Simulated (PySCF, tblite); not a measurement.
# C6H4FNO: geometry, infrared bands and NMR shifts

What infrared bands and NMR shifts should C6H4FNO (`C#C/C=N/C(F)=C/C=O`) show?

Programs: tblite 0.8.0 and PySCF 2.14.0, with density-fitted response routines of our own. Each step states its level of theory. These are calculated values for one molecule in the gas phase, unless marked as measured. Atoms are numbered from 0 throughout.

## Step 1: The molecule as given

13 atoms, charge 0, multiplicity 1; geometry from: force field or distance geometry start.

Bonds of the start (Å): C0–C1 1.19, C1–C2 1.45, C2–N3 1.29, N3–C4 1.37, C4–F5 1.35, C4–C6 1.34, C6–C7 1.47, C7–O8 1.22, C0–H9 1.08, C2–H10 1.10, C6–H11 1.07, C7–H12 1.11.

## Step 2: Optimising the geometry with GFN2-xTB

The job: settings as JSON, then the geometry in Å.

```
{"job": {"kind": "relax", "xc": "GFN2-xTB", "basis": "xTB"}, "charge": 0, "multiplicity": 1}
C     -3.897600     0.658400    -0.477800
C     -2.840800     0.142800    -0.330900
C     -1.549400    -0.495400    -0.130400
N     -0.586900     0.329900    -0.340300
C      0.662800    -0.206700    -0.164400
F      0.786100    -1.507500     0.170500
C      1.761400     0.537000    -0.351700
C      3.093200    -0.063200    -0.162800
O      4.113900     0.586500    -0.321900
H     -4.854200     1.133900    -0.613200
H     -1.518900    -1.558700     0.145700
H      1.713400     1.575400    -0.622000
H      3.112600    -1.132100     0.124100
```

Started as:

```bash
> OMP_NUM_THREADS=1 python probes_run.py task.json out
```

The driver reads the jobs from task.json and runs them one after another.

**Question.** This job is followed by: GFN2-xTB harmonic vibrations, gas phase; GIAO PBE0/pcSseg-1 NMR shielding, non-relativistic, gas phase. Predict these results of the whole session: strongest single infrared mode (GFN2-xTB); zero-point energy (GFN2-xTB); ¹³C shifts against TMS (PBE0/pcSseg-1); ¹H shifts against TMS (PBE0/pcSseg-1); ¹⁵N shifts against NH3 (PBE0/pcSseg-1); ¹⁹F shifts against CFCl3 (PBE0/pcSseg-1); ¹⁷O shifts against H2O (PBE0/pcSseg-1); surface potential, 1st and 99th percentile.

**Answer**, as computed:

```
                                 quantity                                        value
strongest single infrared mode (GFN2-xTB)                        1576 cm⁻¹, 463 km/mol
             zero-point energy (GFN2-xTB)                                50.6 kcal/mol
   ¹³C shifts against TMS (PBE0/pcSseg-1)  193.3, 174.2, 148.8, 119.1, 105.7, 87.6 ppm
    ¹H shifts against TMS (PBE0/pcSseg-1)                  10.45, 7.95, 5.82, 3.79 ppm
   ¹⁵N shifts against NH3 (PBE0/pcSseg-1)                                    370.8 ppm
 ¹⁹F shifts against CFCl3 (PBE0/pcSseg-1)                                   -111.4 ppm
   ¹⁷O shifts against H2O (PBE0/pcSseg-1)                                    740.2 ppm
    surface potential, 1st and 99th percentile                           -1.69 V and 1.93 V
```

What this shows: Relaxing lowered the energy by 0.271 eV in 30 steps; the close pair that moved most is C1–C2, from 1.454 to 1.402 Å. No mode is imaginary among the 33: a minimum at this level. The strongest single mode, at 1576 cm⁻¹, moves mainly N3, C2 and C4. GFN2-xTB is a fitted tight-binding method: band positions and strengths are rough. Its intensities can rank the bands wrongly. The most deshielded carbon is C7 (aldehyde carbonyl carbon), at 193.3 ppm: the double bond to the heteroatom, with no lone-pair donor beside it, deshields it most. The most deshielded hydrogen is H12 (hydrogen on an aldehyde carbonyl carbon), at 10.45 ppm: the formyl region, downfield of aromatic protons. At PBE0/pcSseg-1: The widest tensor belongs to O8: span 1535 ppm, with a paramagnetic part of -796 ppm. At PBE0/pcSseg-1, counted by nearest atom on the grid, the HOMO lies on O8 69 %; H12 14 %, the LUMO on C2 22 %; C0, C6 about 13 % each.
